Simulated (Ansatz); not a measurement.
# CsH: the cost of one run

Computed with Ansatz 0.2.0 (reference: DFT, HSE06, plane waves, PAW, unless a step's input says otherwise).

4 further runs of the same task are left out: 3 for a known fault of the program, 1 that didn't finish.

### Step 1. Starting point

The structure is hexagonal, space group P6_3/mmc (No. 194). Conventional cell: a = 5.339 Å, b = 5.339 Å, c = 6.352 Å, α = 90.00°, β = 90.00°, γ = 120.00°. Cs (site symmetry -6m2) is surrounded by 5 H at 3.08 to 3.18 Å. H (site symmetry -6m2) has 5 Cs at 3.08 to 3.18 Å as nearest neighbours.

As a file:

```xyz
4
Lattice="5.3394 0.0000 0.0000 -2.6697 4.6241 0.0000 0.0000 0.0000 6.3516" Properties=species:S:1:pos:R:3 pbc="T T T"
Cs    0.0000    3.0827   -0.3970
Cs    2.6697    1.5414    2.7788
H     0.0000    3.0827    2.7788
H     2.6697    1.5414    5.9546
```

### Step 2. Reference

input.yaml

```yaml
crystal:
  lattice:
    - [5.3394202767, -1.0e-10, 0.0]
    - [-2.6697101383, 4.6240736011, 0.0]
    - [0.0, 0.0, 6.3516047824]
  atoms:
    - { symbol: Cs, position: [0.3333333333, 0.6666666667, -0.0624994659] }
    - { symbol: Cs, position: [0.6666666667, 0.3333333333, 0.4375005341] }
    - { symbol: H, position: [0.3333333333, 0.6666666667, 0.4374994659] }
    - { symbol: H, position: [0.6666666667, 0.3333333333, 0.9374994659] }
kpoints:
  mp_grid: { grid: [6, 6, 2] }
hamiltonian:
  xc: hse06
scf:
  occupations: { method: fixed }
  n_extra_bands: 5
output:
  forces: true
  stress: true
  eigenvalues: true
```

Run with:

```console
ansatz run input.yaml --threads 4 --pin off --max-ram 3686MiB --backend cpu --events-out ev --progress --plain --runs-dir out
```

**Question.** How long does this run take on 4 threads of Arm Neoverse N1, shared host, and how much memory does it need?

About 49 s, with a peak of 2.3 GiB.
